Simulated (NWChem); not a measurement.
**One shape, several levels: [CuCl2]− (SMILES [Cl][Cu-][Cl])**

We compute a comparison of 6 runs (HF/3-21G, B3LYP/6-31G*, CAM-B3LYP/def2-SVPD, M06-2X/def2-SVPD, CCSD(T)/6-31G) of [CuCl2]−. 

Program for the calculation: NWChem 7.3.0.

2 further runs of the same task are left out: 2 that didn't finish.

## Step 1: The structure to begin with

[CuCl2]−: 3 atoms, total charge -1, spin state singlet. As SMILES, `[Cl][Cu-][Cl]`. Geometry: a GFN2-xTB relaxation, a rough one for these elements and not checked as a minimum.

Bond lengths: Cu1–Cl2 2.083 Å, Cu1–Cl3 2.085 Å. Angles: Cl2–Cu1–Cl3 179.8°.

## Step 2: Energy and gradient at HF/3-21G (run 1)

The input, cl2cu.nw:

```
start cl2cu
title "Cl2Cu"
memory 2200 mb
charge -1

geometry units angstrom noautosym nocenter noautoz
 Cu       0.002530       0.001450       0.000550
 Cl      -0.016800      -0.020410       2.083530
 Cl       0.014270       0.018960      -2.084090
end

basis spherical bse
 * library 3-21G
end

scf
 singlet
 rhf
 thresh 1e-08
 maxiter 80
 print medium
end

task scf gradient
```

Started as:

```
nwchem cl2cu.nw > cl2cu.out
```

Output:

```text
[...]
  functions       =    53
[...]
  wavefunction    = RHF
[...]
         Total SCF energy =  -2545.515499833657
      One-electron energy =  -4133.037197852278
      Two-electron energy =   1300.455945091044
 Nuclear repulsion energy =    287.065752927577
        Time for solution =      2.0s
[...]
                         RHF ENERGY GRADIENTS
    atom               coordinates                        gradient
                 x          y          z           x          y          z
   1 Cu      0.004781   0.002740   0.001039   -0.000166  -0.000098   0.000415
   2 Cl     -0.031747  -0.038569   3.937301    0.000353   0.000390  -0.036305
   3 Cl      0.026966   0.035829  -3.938359   -0.000186  -0.000292   0.035890
[...]
```

Run time: 3.3 s. Hardware: 1 thread of Intel Xeon 6975P-C (Granite Rapids), shared host; peak memory 0.096 GiB.

## Step 3: Energy and forces at B3LYP/6-31G(d) (spherical functions) (run 2)

The input, cl2cu.nw:

```
START cl2cu
memory stack 880 mb heap 220 mb global 1100 mb
charge -1
GEOMETRY noautosym nocenter noautoz
   Cu     0.002530     0.001450     0.000550
   Cl    -0.016800    -0.020410     2.083530
   Cl     0.014270     0.018960    -2.084090
END
BASIS spherical bse
   * library 6-31G*
END
DFT
   xc b3lyp
   grid xfine
   convergence energy 1e-08
   maxiter 100
   mulliken
   print medium
END
TASK dft gradient
```

Started as:

```
nwchem cl2cu.nw > cl2cu.out
```

Output:

```text
[...]
          Wavefunction type:  closed shell.
          No. of atoms     :     3
          No. of electrons :    64
[...]
          Charge           :    -1
          Spin multiplicity:     1
[...]
          AO basis - number of functions:    70
[...]
              XC Information
              --------------
                         B3LYP Method XC Potential
                     Hartree-Fock (Exact) Exchange  0.200
                        Slater Exchange Functional  0.800 local
                    Becke 1988 Exchange Functional  0.720 non-local
              Lee-Yang-Parr Correlation Functional  0.810
                  VWN I RPA Correlation Functional  0.190 local
[...]
 d= 0,ls=0.0,diis     1  -2560.7018080705 -2.85D+03  2.50D-02  2.04D+00     1.8
[...]
 d= 0,ls=0.0,diis    10  -2560.8242538105 -7.18D-09  4.92D-07  1.69D-09    12.6
         Total DFT energy =    -2560.824253810478
      One electron energy =    -4146.137210303239
           Coulomb energy =     1422.443235245497
    Exchange-Corr. energy =     -124.196031680312
 Nuclear repulsion energy =      287.065752927577
[...]
  wavefunction    = closed shell
                         DFT ENERGY GRADIENTS
    atom               coordinates                        gradient
                 x          y          z           x          y          z
   1 Cu      0.004781   0.002740   0.001039    0.000034   0.000018   0.000343
   2 Cl     -0.031747  -0.038569   3.937301    0.000053   0.000079  -0.009514
   3 Cl      0.026966   0.035829  -3.938359   -0.000087  -0.000097   0.009171
[...]
```

It took 17 s on 1 thread of Intel Xeon 6975P-C (Granite Rapids), shared host; peak memory 0.13 GiB.

Runs 3 to 5 aren't shown in full; the table further down has their settings and results.

## Step 4: A single-point energy at CCSD(T)/6-31G (run 6)

The input, mol.nw:

```
start mol
title "Cl2Cu ccsd(t)"
memory stack 880 mb heap 220 mb global 1100 mb
charge -1

geometry units angstroms noautosym nocenter noautoz
   Cu       0.002530       0.001450       0.000550
   Cl      -0.016800      -0.020410       2.083530
   Cl       0.014270       0.018960      -2.084090
end

basis spherical bse
   * library 6-31G
end

scf
   thresh 1e-08
   maxiter 80
end

ccsd
   freeze core 15
   maxiter 60
end

task ccsd(t) energy
```

Started as:

```
nwchem mol.nw > mol.out
```

Output:

```text
[...]
  functions       =    53
[...]
  wavefunction    = RHF
[...]
         Total SCF energy =  -2557.747287597957
      One-electron energy =  -4148.357350277941
      Two-electron energy =   1303.544309752408
 Nuclear repulsion energy =    287.065752927577
        Time for solution =      9.6s
[...]
 Total MP2 energy:          -2558.132890074604347
[...]
             energy      energy      error      ampl     ampl      Block
                                                time     time      time
[...]
 Total CCSD energy:          -2558.100331145485598
[...]
 Total CCSD+T(CCSD) energy:          -2558.115222159483892
[...]
 Total CCSD(T) energy:               -2558.109015026146608
[...]
```

It took 36 s on 1 thread of Intel Xeon 6975P-C (Granite Rapids), shared host; peak memory 0.15 GiB.

## Step 5: All runs side by side

| run | level | iteration cap | module | energy (Eh) | HOMO energy (eV) | LUMO energy (eV) | HOMO–LUMO gap (eV) | wall time |
| --- | --- | --- | --- | --- | --- | --- | --- | --- |
| 1 | HF/3-21G | 80 | scf | -2545.515500 | -3.44 | 6.47 | 9.91 | 3.3 s |
| 2 | B3LYP/6-31G* (spherical functions) | 100 | dft | -2560.824254 | -0.37 | 4.98 | 5.35 | 17 s |
| 3 | B3LYP/6-31G* (Cartesian functions) | 100 | dft | -2560.837047 | -0.38 | 4.95 | 5.33 | 20 s |
| 4 | CAM-B3LYP/def2-SVPD | 100 | dft | -2560.761875 | -3.64 | 4.14 | 7.78 | 42 s |
| 5 | M06-2X/def2-SVPD | 100 | dft | -2560.560644 | -3.97 | 3.85 | 7.82 | 22 s |
| 6 | CCSD(T)/6-31G | 80 | ccsd(t) | -2558.109015 | -4.78 | 7.06 | 11.84 | 36 s |

## Step 6: Results

| quantity | value |
| --- | --- |
| run 6: total energy | -2558.10902 Eh |
| run 6: HOMO energy (Hartree–Fock orbitals) | -4.78 eV |
| run 6: LUMO energy (Hartree–Fock orbitals) | 7.06 eV |
| run 6: HOMO–LUMO gap (to an unbound level, set by the basis) | 11.84 eV |
| run 6: correlation energy (15 core orbitals frozen) | -361.7 mEh |
| run 6: (T) correction | -8.68 mEh |

What this shows: Over runs 1, 2, 3, 4, 5 the HOMO–LUMO gap runs from 5.33 eV (B3LYP/6-31G*) to 9.91 eV (HF/3-21G). The two ends differ in method and basis. The empty levels of an anion lie above zero and hang on the basis. Totals of different functionals can't be ranked against each other. All runs together took 2.3 min, the longest 42 s.
